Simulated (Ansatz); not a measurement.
# CH₇GaSiZn: one species, many methods

One table from this session's results is given with a row withheld; the runs are named, their logs left out.

Method: functionals in def2-TZVPP, the program's frozen cores in correlated methods; program: Ansatz 0.2.0, Gaussian basis.

The runs, in order: LDA (SPW92), PBE-D4, revPBE-D4, BLYP-D4, r2SCAN-D4, B97M-V, PBE0-D4, B3LYP-D4, r2SCANh-D4, r2SCAN0-D4, HSE06-D4, BHLYP-D4, CAM-B3LYP-D4, LC-ωPBE, ωB97X-V, ωB97M-V, B2PLYP, PBE-QIDH; CCSD(T)/def2-SVP; CCSD(T)/def2-TZVPP; MP2/def2-QZVPP; extrapolation to the limit; RPA on PBE.

### Structure used throughout

All runs share one geometry, relaxed beforehand with PBE0-D4 in a triple-zeta def2 set.

SMILES `[SiH3][CH2][Zn][GaH2]`, 11 atoms, charge 0, spin multiplicity 1.

Atoms are counted from 1 here; the program's logs count them from 0.

Bond lengths: Si1–C2 1.855 Å, Si1–H5 1.492 Å, Si1–H6 1.492 Å, Si1–H7 1.492 Å, C2–Zn3 1.967 Å, C2–H8 1.096 Å, C2–H9 1.096 Å, Zn3–Ga4 2.446 Å, Ga4–H10 1.582 Å, Ga4–H11 1.582 Å. Angles: C2–Si1–H5 110.6°, C2–Si1–H6 114.0°, C2–Si1–H7 110.5°, H5–Si1–H6 107.2°, H5–Si1–H7 107.1°, H6–Si1–H7 107.2°, Si1–C2–Zn3 112.7°, Si1–C2–H8 110.0°, Si1–C2–H9 110.0°, Zn3–C2–H8 108.3°, Zn3–C2–H9 108.2°, H8–C2–H9 107.6°, C2–Zn3–Ga4 179.9°, Zn3–Ga4–H10 122.9°, Zn3–Ga4–H11 122.8°, H10–Ga4–H11 114.3°.

Set-up of the first run:

File in.yaml:

```yaml
crystal:
  periodic: [false, false, false]
  atoms:
    - {symbol: Si, position_ang: [-1.285438, 1.363725, 1.057931]}
    - {symbol: C, position_ang: [-0.176692, -0.100155, 1.323667]}
    - {symbol: Zn, position_ang: [0.652915, -0.737379, -0.342471]}
    - {symbol: Ga, position_ang: [1.680873, -1.530862, -2.414810]}
    - {symbol: H, position_ang: [-2.375433, 1.027778, 0.096170]}
    - {symbol: H, position_ang: [-1.936318, 1.866785, 2.302637]}
    - {symbol: H, position_ang: [-0.519144, 2.501159, 0.470757]}
    - {symbol: H, position_ang: [0.621612, 0.158503, 2.028027]}
    - {symbol: H, position_ang: [-0.747374, -0.927333, 1.760042]}
    - {symbol: H, position_ang: [3.054778, -0.968969, -2.961881]}
    - {symbol: H, position_ang: [1.030211, -2.653253, -3.320070]}
basis:
  gaussian: {orbitals: def2-TZVPP}
hamiltonian: {xc: lda}
output: {orbitals: {seedname: orbitals}}
```

Command:

```console
ansatz run in.yaml --threads 2 --pin off --events-out ev --progress --plain --max-ram 22528MiB --backend cuda --devices 0, --max-vram 18GiB
```

Steps of the session up to this table: LDA; PBE-D4 (GGA); revPBE-D4 (GGA); BLYP-D4 (GGA); r2SCAN-D4 (meta-GGA); B97M-V (meta-GGA); B3LYP-D4 (hybrid); r2SCANh-D4 (hybrid); r2SCAN0-D4 (hybrid); HSE06-D4 (hybrid); BHLYP-D4 (hybrid); CAM-B3LYP-D4 (range-separated); LC-ωPBE (range-separated); ωB97X-V (range-separated); ωB97M-V (range-separated); B2PLYP (double hybrid); PBE-QIDH (double hybrid).

One of the session's tables, all rows but one given; the rest of the session is left out.

It belongs to the step «Orbital energies across the functionals». 

| functional | HOMO (eV) | LUMO (eV) | gap (eV) |
| --- | --- | --- | --- |
| LDA (SPW92) | -5.83 | -3.36 | 2.48 |
| PBE-D4 | -5.69 | -3.12 | 2.57 |
| revPBE-D4 | -5.63 | -3.00 | 2.62 |
| BLYP-D4 | -5.52 | -3.04 | 2.49 |
| r2SCAN-D4 | -5.91 | -2.93 | 2.98 |
| B97M-V | -5.95 | -3.13 | 2.83 |
| PBE0-D4 | -6.65 | -2.36 | 4.29 |
| B3LYP-D4 | -6.45 | -2.59 | 3.85 |
| r2SCANh-D4 | -6.27 | -2.66 | 3.61 |
| r2SCAN0-D4 | -6.81 | -2.27 | 4.54 |
| HSE06-D4 | -6.26 | -2.72 | 3.54 |
| BHLYP-D4 | ? | ? | ? |
| CAM-B3LYP-D4 | -7.84 | -1.46 | 6.38 |
| LC-ωPBE | -9.14 | -0.34 | 8.80 |
| ωB97X-V | -8.79 | -0.49 | 8.30 |
| ωB97M-V | -8.64 | -0.69 | 7.95 |

Estimate the missing values for BHLYP-D4.

Worked estimate for «HOMO (eV)». Against the share of exact exchange, BLYP-D4 (0, -5.52), B3LYP-D4 (0.2, -6.45) give a slope of -4.65 per unit share; at 0.5 the line stands at -7.84.

The run gave: HOMO (eV): -7.48; LUMO (eV): -1.63; gap (eV): 5.85. In «HOMO (eV)» the line misses by -0.36.
